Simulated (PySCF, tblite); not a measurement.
**C₃H₁₂NSi₂ radical: geometry, infrared bands and EPR parameters**

Aim: predict the infrared bands and EPR parameters of C₃H₁₂NSi₂ radical (`CC[Si@](C)([NH])[SiH3]`).

The runs use tblite 0.8.0 and PySCF 2.14.0, with density-fitted response routines of our own; the level of theory stands in each step. All values are computed, except where a source is named. Atoms count from 0, in the outputs and in this text.

## (1) The starting structure

18 atoms, charge 0, multiplicity 2; geometry from: force field or distance geometry start.

Bonds of the start (Å): C0–C1 1.53, C1–Si2 1.84, Si2–C3 1.87, Si2–N4 1.78, Si2–Si5 2.25, C0–H6 1.09, C0–H7 1.10, C0–H8 1.10, C1–H9 1.12, C1–H10 1.11, C3–H11 1.11, C3–H12 1.10, C3–H13 1.12, N4–H14 1.05, Si5–H15 1.47, Si5–H16 1.47, Si5–H17 1.47.

## (2) Relaxing the molecule with GFN2-xTB

What the job is given:

```
{"job": {"kind": "relax", "xc": "GFN2-xTB", "basis": "xTB"}, "charge": 0, "multiplicity": 2}
C      2.273100    -0.378200     0.203100
C      0.907700    -0.741700     0.786900
Si    -0.419600    -0.099300    -0.319800
C     -1.846800    -1.302300    -0.308900
N      0.285400     0.077200    -1.939900
Si    -1.082000     1.954100     0.305900
H      2.927300    -1.240700     0.322800
H      2.165100    -0.159200    -0.865400
H      2.612200     0.525400     0.732900
H      0.846500    -0.338100     1.825100
H      0.797700    -1.839300     0.869400
H     -2.694300    -0.950300    -0.937400
H     -1.545300    -2.290900    -0.685400
H     -2.255900    -1.446200     0.719600
H      0.661700     1.043700    -2.107300
H     -1.928000     1.789600     1.501400
H     -1.799800     2.641000    -0.782900
H      0.086200     2.761500     0.668200
```

Command:

```bash
OMP_NUM_THREADS=1 python probes_run.py task.json out
```

One launch serves the whole session: the jobs run in the order shown.

The program printed:

```text
step      E/eV     max force
  0    -511.95160    4.217
  1    -512.35463    1.881
  2    -512.44856    1.579
  3    -512.49216    0.898
  4    -512.55202    0.830
  5    -512.60504    1.184
  6    -512.65209    1.048
  7    -512.69632    0.647
  8    -512.73005    0.465
  9    -512.75227    0.566
 10    -512.77139    0.485
 11    -512.78839    0.327
 12    -512.80233    0.258
 13    -512.81230    0.234
 14    -512.81877    0.451
 15    -512.82673    0.188
 16    -512.83201    0.174
 17    -512.83552    0.139
 18    -512.83884    0.127
 19    -512.84245    0.135
 20    -512.84709    0.181
 21    -512.85217    0.206
 22    -512.85685    0.166
 23    -512.86062    0.171
 24    -512.86409    0.149
 25    -512.86851    0.184
 26    -512.87491    0.254
 27    -512.88257    0.244
 28    -512.88935    0.204
 29    -512.89435    0.135
 30    -512.89785    0.177
 31    -512.90256    0.202
 32    -512.90896    0.191
 33    -512.91477    0.184
 34    -512.91820    0.150
 35    -512.92064    0.125
 36    -512.92265    0.113
 37    -512.92500    0.095
 38    -512.92840    0.156
 39    -512.93142    0.183
 40    -512.93589    0.242
 41    -512.94006    0.226
 42    -512.94429    0.150
 43    -512.94759    0.174
 44    -512.94954    0.130
 45    -512.95119    0.104
 46    -512.95235    0.071
 47    -512.95354    0.067
 48    -512.95418    0.065
 49    -512.95524    0.077
 50    -512.95625    0.082
 51    -512.95731    0.083
 52    -512.95802    0.075
 53    -512.95848    0.043
 54    -512.95886    0.042
 55    -512.95931    0.048
 56    -512.95984    0.058
 57    -512.96042    0.052
 58    -512.96102    0.064
 59    -512.96165    0.058
 60    -512.96233    0.067
 61    -512.96286    0.054
 62    -512.96316    0.039
 63    -512.96337    0.042
 64    -512.96367    0.056
 65    -512.96405    0.060
 66    -512.96449    0.047
 67    -512.96491    0.051
 68    -512.96531    0.053
 69    -512.96568    0.062
 70    -512.96596    0.046
 71    -512.96615    0.024
 72    -512.96626    0.019
 73    -512.96635    0.022
 74    -512.96646    0.027
 75    -512.96663    0.030
 76    -512.96686    0.033
 77    -512.96711    0.038
 78    -512.96736    0.034
 79    -512.96760    0.037
 80    -512.96785    0.032
 81    -512.96806    0.024
 82    -512.96817    0.020
 83    -512.96824    0.020
 84    -512.96830    0.021
 85    -512.96840    0.026
 86    -512.96854    0.033
 87    -512.96866    0.027
 88    -512.96874    0.023
 89    -512.96881    0.023
 90    -512.96889    0.026
 91    -512.96903    0.040
 92    -512.96918    0.038
 93    -512.96930    0.029
 94    -512.96938    0.030
 95    -512.96944    0.024
 96    -512.96951    0.023
 97    -512.96958    0.018
 98    -512.96965    0.018
 99    -512.96973    0.023
100    -512.96984    0.026
101    -512.96998    0.031
102    -512.97011    0.022
103    -512.97019    0.025
104    -512.97026    0.024
105    -512.97038    0.032
106    -512.97056    0.040
107    -512.97077    0.034
108    -512.97091    0.027
109    -512.97098    0.026
110    -512.97103    0.023
111    -512.97109    0.018
112    -512.97116    0.017
113    -512.97122    0.023
114    -512.97127    0.025
115    -512.97133    0.024
116    -512.97142    0.020
117    -512.97156    0.019
118    -512.97171    0.026
119    -512.97183    0.029
120    -512.97195    0.028
121    -512.97209    0.027
122    -512.97229    0.037
123    -512.97256    0.046
124    -512.97281    0.040
125    -512.97306    0.054
126    -512.97329    0.043
127    -512.97365    0.038
128    -512.97389    0.044
129    -512.97408    0.050
130    -512.97418    0.031
131    -512.97429    0.023
132    -512.97435    0.024
133    -512.97442    0.030
134    -512.97450    0.042
135    -512.97459    0.045
136    -512.97472    0.035
137    -512.97489    0.052
138    -512.97510    0.057
139    -512.97530    0.056
140    -512.97548    0.058
141    -512.97562    0.040
142    -512.97574    0.024
143    -512.97585    0.026
144    -512.97599    0.043
145    -512.97617    0.046
146    -512.97633    0.035
147    -512.97638    0.029
148    -512.97654    0.037
149    -512.97662    0.031
150    -512.97683    0.028
151    -512.97700    0.034
152    -512.97728    0.039
153    -512.97761    0.041
154    -512.96445    0.401
155    -512.97788    0.031
156    -512.97805    0.028
157    -512.97753    0.149
158    -512.97878    0.039
159    -512.97914    0.027
160    -512.97256    0.275
161    -512.97935    0.026
162    -512.97950    0.020
163    -512.97772    0.146
164    -512.97978    0.017
165    -512.97993    0.015
166    -512.97996    0.050
167    -512.98014    0.018
168    -512.98019    0.016
169    -512.98026    0.023
170    -512.98032    0.016
171    -512.98035    0.017
172    -512.98037    0.016
173    -512.98041    0.019
174    -512.98046    0.018
175    -512.98051    0.014
176    -512.98056    0.014
177    -512.98063    0.017
178    -512.98073    0.022
179    -512.98088    0.030
180    -512.98107    0.038
181    -512.98134    0.042
182    -512.98171    0.052
183    -512.98216    0.049
184    -512.98235    0.036
185    -512.98255    0.055
186    -512.98276    0.037
187    -512.98294    0.020
188    -512.98310    0.032
189    -512.98321    0.032
190    -512.98337    0.027
191    -512.98346    0.023
192    -512.98352    0.019
193    -512.98358    0.020
194    -512.98365    0.020
195    -512.98372    0.017
196    -512.98378    0.017
197    -512.98384    0.018
198    -512.98389    0.018
199    -512.98396    0.019
200    -512.98406    0.020
201    -512.98415    0.031
202    -512.98422    0.026
203    -512.98427    0.012
204    -512.98429    0.009
```

Run time: 1.3 s. Hardware: 1 thread of Arm Neoverse V2, shared host.

Along the way: (not every step is listed) (the energy doesn't fall at every step)

| step | energy from step 0 (eV) | largest force (eV/Å) |
| --- | --- | --- |
| 0 | 0.0000 | 4.2166 |
| 1 | -0.4030 | 1.8812 |
| 2 | -0.4970 | 1.5792 |
| 3 | -0.5406 | 0.8981 |
| 4 | -0.6004 | 0.8305 |
| 5 | -0.6534 | 1.1840 |
| 6 | -0.7005 | 1.0478 |
| 7 | -0.7447 | 0.6470 |
| 8 | -0.7785 | 0.4655 |
| 27 | -0.9310 | 0.2442 |
| 46 | -1.0008 | 0.0715 |
| 65 | -1.0125 | 0.0596 |
| 84 | -1.0167 | 0.0214 |
| 103 | -1.0186 | 0.0253 |
| 122 | -1.0207 | 0.0371 |
| 141 | -1.0240 | 0.0405 |
| 160 | -1.0210 | 0.2746 |
| 179 | -1.0293 | 0.0299 |
| 198 | -1.0323 | 0.0184 |
| 199 | -1.0324 | 0.0195 |
| 200 | -1.0325 | 0.0201 |
| 201 | -1.0326 | 0.0305 |
| 202 | -1.0326 | 0.0263 |
| 203 | -1.0327 | 0.0121 |
| 204 | -1.0327 | 0.0095 |

Distances of close pairs at the start and the end, largest changes first:

| bond | before (Å) | after (Å) | change (Å) |
| --- | --- | --- | --- |
| Si2–Si5 | 2.246 | 2.426 | +0.180 |
| Si2–N4 | 1.776 | 1.642 | -0.134 |
| C1–Si2 | 1.844 | 1.921 | +0.078 |
| N4–H14 | 1.051 | 1.008 | -0.042 |
| Si2–C3 | 1.867 | 1.901 | +0.035 |
| C3–H13 | 1.116 | 1.086 | -0.030 |
| C3–H11 | 1.112 | 1.083 | -0.029 |
| C1–H9 | 1.116 | 1.092 | -0.023 |

The end geometry stands in the next job.

## (3) Vibrational analysis with GFN2-xTB

What the job is given:

```
{"job": {"kind": "ir", "xc": "GFN2-xTB", "basis": "xTB"}, "charge": 0, "multiplicity": 2}
C      2.209409    -0.136159     0.591932
C      0.940854    -0.975718     0.564526
Si    -0.363154    -0.258120    -0.650310
C     -2.024822    -1.140430    -0.375359
N     -0.136760     0.140225    -2.227174
Si    -0.841411     1.893865     0.363603
H      2.966754    -0.580998     1.237204
H      2.628080    -0.046700    -0.408565
H      1.998094     0.868576     0.959134
H      0.548486    -1.065412     1.579867
H      1.192526    -1.986253     0.236441
H     -2.771326    -0.715163    -1.034546
H     -1.936134    -2.194030    -0.615314
H     -2.380027    -1.054302     0.647315
H      0.766176     0.348208    -2.624643
H     -0.822056     1.716604     1.817555
H     -2.164643     2.329043    -0.061296
H      0.181196     2.863082    -0.012027
```

The program printed:

```text
mode    cm-1     km/mol
  1      58.5      0.85
  2      82.8      1.66
  3      98.7      0.14
  4     103.3      5.53
  5     116.8      0.39
  6     143.2      7.00
  7     180.0     26.56
  8     198.6     10.15
  9     245.2      3.36
 10     292.2      3.59
 11     317.7     13.29
 12     365.6     48.03
 13     369.9     10.19
 14     386.2     45.41
 15     626.2     19.83
 16     707.3    148.38
 17     713.9    340.60
 18     727.9     90.13
 19     766.4    163.09
 20     774.1    129.83
 21     789.0     65.38
 22     804.3     48.03
 23     826.2    184.78
 24     965.3      4.55
 25    1011.5      4.04
 26    1078.2      4.77
 27    1159.9     93.06
 28    1241.4      1.41
 29    1272.4      3.83
 30    1355.6      0.56
 31    1420.7      0.40
 32    1481.3      0.26
 33    1487.8      0.32
 34    1500.8      0.94
 35    1510.6      1.00
 36    1514.8      3.09
 37    2239.3    248.60
 38    2300.7    195.23
 39    2320.1    298.18
 40    2956.8     30.63
 41    2973.1     20.43
 42    2995.2     71.58
 43    3003.9     42.62
 44    3028.2     15.58
 45    3029.7     50.52
 46    3055.8     27.29
 47    3074.2     26.29
 48    3447.6      3.33
```

Wall time 0.57 s (1 thread of Arm Neoverse V2, shared host).

The strongest bands and the atoms that carry them (share of the mass-weighted mode):

| cm⁻¹ | km/mol | atoms |
| --- | --- | --- |
| 707 | 148.4 | H9 17 %, H10 14 %, H15 14 %, H17 12 % |
| 714 | 340.6 | H10 16 %, H16 15 %, H9 14 %, H17 14 % |
| 766 | 163.1 | H16 54 %, H17 20 %, H15 16 % |
| 774 | 129.8 | H15 46 %, H17 43 % |
| 826 | 184.8 | H11 31 %, H14 23 %, C3 13 %, Si2 11 % |
| 2239 | 248.6 | H15 97 % |
| 2301 | 195.2 | H17 92 % |
| 2320 | 298.2 | H16 92 % |

## (4) EPR parameters: B3LYP/pcH-1

The job, as its differences from that of step 3:

```diff
@@ -1,2 +1,2 @@
-{"job": {"kind": "ir", "xc": "GFN2-xTB", "basis": "xTB"}, "charge": 0, "multiplicity": 2}
+{"job": {"kind": "epr", "basis": "pcH-1"}, "charge": 0, "multiplicity": 2}
 C      2.209409    -0.136159     0.591932
```

Method: UKS B3LYP, pcH-1 on C H N Si, non-relativistic, mean-field spin-orbit, GIAO.

The program printed:

```text
UKS, coarse grid
  cycle   1  E = -755.13179013  |g| = 5.41e-01
  cycle   2  E = -754.74381006  |g| = 9.95e-01
  cycle   3  E = -755.26437937  |g| = 1.92e-01
  cycle   4  E = -755.28215755  |g| = 9.62e-02
  cycle   5  E = -755.28701144  |g| = 2.66e-02
  cycle   6  E = -755.28749886  |g| = 1.07e-02
  cycle   7  E = -755.28758984  |g| = 4.01e-03
  cycle   8  E = -755.28759854  |g| = 8.73e-04
UKS, final grid
  cycle   1  E = -755.28764853  |g| = 1.05e-03
  cycle   2  E = -755.28764808  |g| = 1.46e-03
  cycle   3  E = -755.28764911  |g| = 1.93e-04
  cycle   4  E = -755.28764913  |g| = 7.21e-05
  cycle   5  E = -755.28764914  |g| = 5.20e-05
  cycle   6  E = -755.28764915  |g| = 1.68e-05
E = -755.28764915 Eh   <S^2> = 0.7577 (exact 0.7500)
g shifts (ppm)      1          2          3
  rmc          -194       -194       -194
  gc             -1         40         23
  oz_so          21       1886       7060
  total        -174       1732       6888
hyperfine (MHz)  atom isotope    a_iso     a_fc   dipolar eigenvalues
    0   13C      -0.93      -0.93     -0.44     -0.20      0.64
    1   13C      13.33      13.33     -2.43     -2.12      4.55
    2  29Si      62.45      62.59     -5.06     -1.33      6.40
    3   13C      24.27      24.27     -3.49     -2.94      6.44
    4   14N      22.88      22.75    -34.33    -33.25     67.57
    5  29Si    -168.38    -168.63    -53.89     26.07     27.81
    6    1H       1.01       1.01     -0.79     -0.62      1.41
    7    1H       0.77       0.77     -1.64     -1.29      2.93
    8    1H      -0.09      -0.09     -1.61     -1.04      2.65
    9    1H      -1.59      -1.59     -2.06     -0.89      2.96
   10    1H       3.90       3.90     -2.08     -0.57      2.65
   11    1H      -2.79      -2.80     -2.59     -1.42      4.02
   12    1H       3.13       3.13     -2.41     -0.81      3.22
   13    1H      -2.30      -2.31     -2.70     -0.88      3.58
   14    1H     -45.58     -45.74    -42.25     -7.48     49.72
   15    1H      45.42      45.41     -3.72     -0.03      3.76
   16    1H       2.93       2.93     -3.32     -0.70      4.02
   17    1H      -4.39      -4.40     -3.56     -0.80      4.36
```

Run time: 84 s. Hardware: 1 thread of Arm Neoverse V2, shared host; peak memory 0.97 GiB.

Principal g values 2.00215, 2.00405, 2.00921; g(iso) = 2.00513, against 2.00232 for a free electron.

Hyperfine couplings; where a row names several nuclei, a(iso) is their mean (it holds for fast rotation or exchange) and the dipolar term the largest among them:

| nuclei | isotope | a(iso) (MHz) | a(iso) (G, at g = 2.0023) | largest dipolar term (MHz) |
| --- | --- | --- | --- | --- |
| Si5 | 29Si | -168.4 | -60.1 | -53.9 |
| Si2 | 29Si | 62.5 | 22.3 | 6.4 |
| H14 | 1H | -45.6 | -16.3 | 49.7 |
| C3 | 13C | 24.3 | 8.7 | 6.4 |
| N4 | 14N | 22.9 | 8.2 | 67.6 |
| H15, H16, H17 | 1H | 14.7 | 5.2 | 4.4 |
| C1 | 13C | 13.3 | 4.8 | 4.6 |
| H10 | 1H | 3.9 | 1.4 | 2.7 |
| H9 | 1H | -1.6 | -0.6 | 3.0 |
| C0 | 13C | -0.9 | -0.3 | 0.6 |
| H11, H12, H13 | 1H | -0.7 | -0.2 | 4.0 |
| H6, H7, H8 | 1H | 0.6 | 0.2 | 2.9 |

Mulliken spin populations:

C0 0.00; C1 0.02; Si2 -0.06; C3 0.03; N4 0.78; Si5 0.23; H6 0.00; H7 0.00; H8 0.00; H9 0.00; H10 0.00; H11 0.00; H12 0.00; H13 0.00; H14 -0.02; H15 0.03; H16 0.00; H17 0.00

In first order the couplings over 0.8 MHz of 1H, 14N give 96 distinct lines over 50.2 G, if the averaged nuclei exchange fast.

The fields below are evaluated on a grid from the run's orbitals.

ELF in a plane through or near 9 of the atoms.

Ten even steps from '0' (0.00) to '9' (1.00):
```
0000000000000000000000000000
0000000000000000000000000000
0000000000001210000000000000
0000000000047752124652000000
0000000000168984379999300000
0000000000037831199999600000
0000002685002215659999500000
0000005999701321146631000000
0000014899800489840000000000
0001576646522445421112100000
0004999933867732564456520000
0005999968743853872478730000
0001687413766532551355310000
0000000007999300489952000000
0000000018999200599983000000
0000000004785000289951000000
0000000000000000012100000000
0000000000000000000000000000
0000000000000000000000000000
0000000000000000000000000000
```
The map spans 11.5 Å across and 10.9 Å up, centred on the molecule. Atoms in the plane (x, y in Å): C0 (-2.3, -0.1), C1 (-1.0, -0.9), C3 (2.1, -1.1), Si5 (0.7, 1.9), H6 (-3.2, -0.5), H8 (-2.2, 0.9), H10 (-1.2, -2.0), H12 (2.0, -2.2), H16 (2.1, 2.4).

log10 of the density (e/Å³) in the same plane.

Values, 10 rows by 14 columns:
```
-4.0 -4.0 -4.0 -4.0 -4.0 -4.0 -4.0 -3.8 -3.9 -4.0 -4.0 -4.0 -4.0 -4.0
-4.0 -4.0 -4.0 -4.0 -4.0 -3.0 -2.4 -2.2 -2.4 -2.5 -2.9 -3.5 -4.0 -4.0
-4.0 -4.0 -4.0 -3.9 -3.2 -2.2 -1.1 -0.7 -0.9 -0.8 -1.4 -2.4 -3.7 -4.0
-4.0 -4.0 -3.2 -2.1 -1.5 -1.7 -1.0  0.2  1.0 -0.2 -1.1 -2.2 -3.5 -4.0
-4.0 -3.3 -2.1 -0.9  0.2 -0.5 -1.2 -0.5 -0.6 -1.3 -2.0 -2.5 -3.6 -4.0
-4.0 -2.8 -1.2  0.1  0.7  0.0 -0.2 -0.5 -0.5 -0.4 -0.7 -1.4 -2.7 -4.0
-4.0 -3.2 -1.8 -1.1 -0.9  0.0  0.1 -0.8 -0.5  0.5 -0.3 -1.3 -2.6 -4.0
-4.0 -4.0 -3.6 -2.9 -1.9 -0.8 -1.0 -2.0 -1.3 -0.3 -1.1 -2.1 -3.3 -4.0
-4.0 -4.0 -4.0 -4.0 -3.4 -2.8 -2.9 -3.4 -2.9 -2.4 -2.8 -3.5 -4.0 -4.0
-4.0 -4.0 -4.0 -4.0 -4.0 -4.0 -4.0 -4.0 -4.0 -4.0 -4.0 -4.0 -4.0 -4.0
```
The map spans 11.5 Å across and 10.9 Å up, centred on the molecule. Atoms in the plane (x, y in Å): C0 (-2.3, -0.1), C1 (-1.0, -0.9), C3 (2.1, -1.1), Si5 (0.7, 1.9), H6 (-3.2, -0.5), H8 (-2.2, 0.9), H10 (-1.2, -2.0), H12 (2.0, -2.2), H16 (2.1, 2.4).

On the surface of density 0.002 e/bohr³ the electrostatic potential runs, from the 1st to the 99th percentile, from -1.66 V near N4 to 1.37 V near H14.

The spin density lies nearest to N4 60 %; Si5 14 %; Si2 7 % (both signs); H14 6 %.

## (5) Results

```
                                 quantity                    value
strongest single infrared mode (GFN2-xTB)     714 cm⁻¹, 341 km/mol
             zero-point energy (GFN2-xTB)            87.4 kcal/mol
                           g(iso) (B3LYP)                  2.00513
                                     ⟨S²⟩       0.758 (exact 0.75)
       largest a(iso) (averaged by class)  29Si on Si5, -168.4 MHz
    surface potential, 1st and 99th percentile       -1.66 V and 1.37 V
```

Relaxing lowered the energy by 1.033 eV in 204 steps; the close pair that moved most is Si2–Si5, from 2.246 to 2.426 Å. All 48 modes are real, so the xTB geometry is a minimum. The strongest single mode, at 714 cm⁻¹, has its largest shares on H10, H16, H9 and H17 (the list is cut at 4 atoms). GFN2-xTB is a fitted tight-binding method: band positions and strengths are rough. Its intensities can rank the bands wrongly. Most of the unpaired spin sits on N4 (0.78 e). The isotropic g lies 2.8 ppt above the free-electron value.
